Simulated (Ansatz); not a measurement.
# Al2O3 (Corundum): the cost of one run

All numbers are computed with Ansatz 0.2.0 through its Python package. Level of theory: DFT LDA, plane waves, PAW.

### Step 1. The system

The structure is trigonal, space group R-3c (No. 167). The conventional cell has a = 4.760 Å, b = 4.760 Å, c = 12.996 Å, α = 90.00°, β = 90.00°, γ = 120.00°. Al (site symmetry 3) is surrounded by 6 O at 1.85 to 1.97 Å. O (site symmetry 2) is surrounded by 4 Al at 1.85 to 1.97 Å.

al2o3.cif, read by the script:

```cif
data_Al2O3
_cell_length_a 5.130223
_cell_length_b 5.130223
_cell_length_c 5.130223
_cell_angle_alpha 55.28667
_cell_angle_beta 55.28667
_cell_angle_gamma 55.28667
_symmetry_space_group_name_H-M 'P 1'
_symmetry_Int_Tables_number 1
loop_
_symmetry_equiv_pos_as_xyz
'x, y, z'
loop_
_atom_site_label
_atom_site_type_symbol
_atom_site_fract_x
_atom_site_fract_y
_atom_site_fract_z
Al1 Al    0.352160    0.352160    0.352160
Al2 Al    0.147840    0.147840    0.147840
Al3 Al    0.647840    0.647840    0.647840
Al4 Al    0.852160    0.852160    0.852160
O5 O    0.556680    0.943320    0.250000
O6 O    0.250000    0.556680    0.943320
O7 O    0.943320    0.250000    0.556680
O8 O    0.443320    0.056680    0.750000
O9 O    0.750000    0.443320    0.056680
O10 O    0.056680    0.750000    0.443320
```

### Step 2. The script

Input file al2o3.py:

```python
"""Response of Al2O3 to an electric field."""

import ansatz as az
from ase.io import read
import numpy as np

SETTINGS = {
    "ecut": 550,
    "scf_tol": 1e-08,
    "xc": "lda",
    "smearing": "fixed",
}

atoms = read("al2o3.cif")
xtal = az.Crystal.from_ase(atoms)

# an insulator: whole occupations
job = (
    xtal.calculation()
    .kpoints(5, center="gamma")
    .basis(SETTINGS["ecut"])
    .scf(tolerance=SETTINGS["scf_tol"])
    .pseudopotentials("paw")
    .functional(SETTINGS["xc"])
    .occupations(SETTINGS["smearing"])  # no smearing
    .dielectric()
)
out = job.run(threads=1, pin="off")
response = out.dielectric
eps = np.asarray(response.eps_inf)

print(f"mean eps_inf {np.trace(eps) / 3:.3f}, fraction of exact exchange 1/eps = {3 / np.trace(eps):.3f}")
print(np.array2string(eps, precision=3, suppress_small=True))
for site, z in zip(out.lattice.sites, response.zstar_e):
    print(f"{site.symbol:2s} Z* trace/3 = {np.trace(z) / 3:+.3f} e")
print(f"charge neutrality missed by {response.zstar_sum_residual_pre_e:.4f} e before the sum rule")
```

### Step 3. The calls as engine input

The engine receives this input:

```yaml
crystal:
  lattice:
    - [5.130223, 0.0, 0.0]
    - [2.9215121026074202, 4.217102685973792, 0.0]
    - [2.9215121026074202, 1.5301442953607556, 3.9297090858513055]
  atoms:
    - { symbol: Al, position: [0.35215999999999986, 0.35216, 0.35216] }
    - { symbol: Al, position: [0.14784, 0.14784000000000005, 0.14783999999999997] }
    - { symbol: Al, position: [0.6478399999999999, 0.64784, 0.64784] }
    - { symbol: Al, position: [0.8521600000000003, 0.8521599999999999, 0.8521599999999999] }
    - { symbol: O, position: [0.5566799999999998, 0.9433199999999999, 0.24999999999999997] }
    - { symbol: O, position: [0.24999999999999986, 0.5566800000000001, 0.94332] }
    - { symbol: O, position: [0.94332, 0.25000000000000006, 0.5566799999999998] }
    - { symbol: O, position: [0.4433200000000001, 0.05668000000000005, 0.7499999999999999] }
    - { symbol: O, position: [0.7499999999999999, 0.44332000000000005, 0.056679999999999994] }
    - { symbol: O, position: [0.056679999999999967, 0.75, 0.44331999999999994] }
basis:
  ecutwfc: 550.0
kpoints:
  mp_grid:
    grid: [5, 5, 5]
    shift: [0.0, 0.0, 0.0]
hamiltonian:
  xc: lda
  pseudopotentials:
    kind: paw
scf:
  convergence:
    dr2_threshold: 1.0e-08
  occupations:
    method: fixed
dielectric: {}
```

### Step 4. The run

The run is started by

```
$ python al2o3.py
```

Q: Estimate wall time and peak memory on 1 thread of Intel Xeon Platinum 8488C (Sapphire Rapids), shared host.

About 81 s, with a peak of 1.1 GiB.
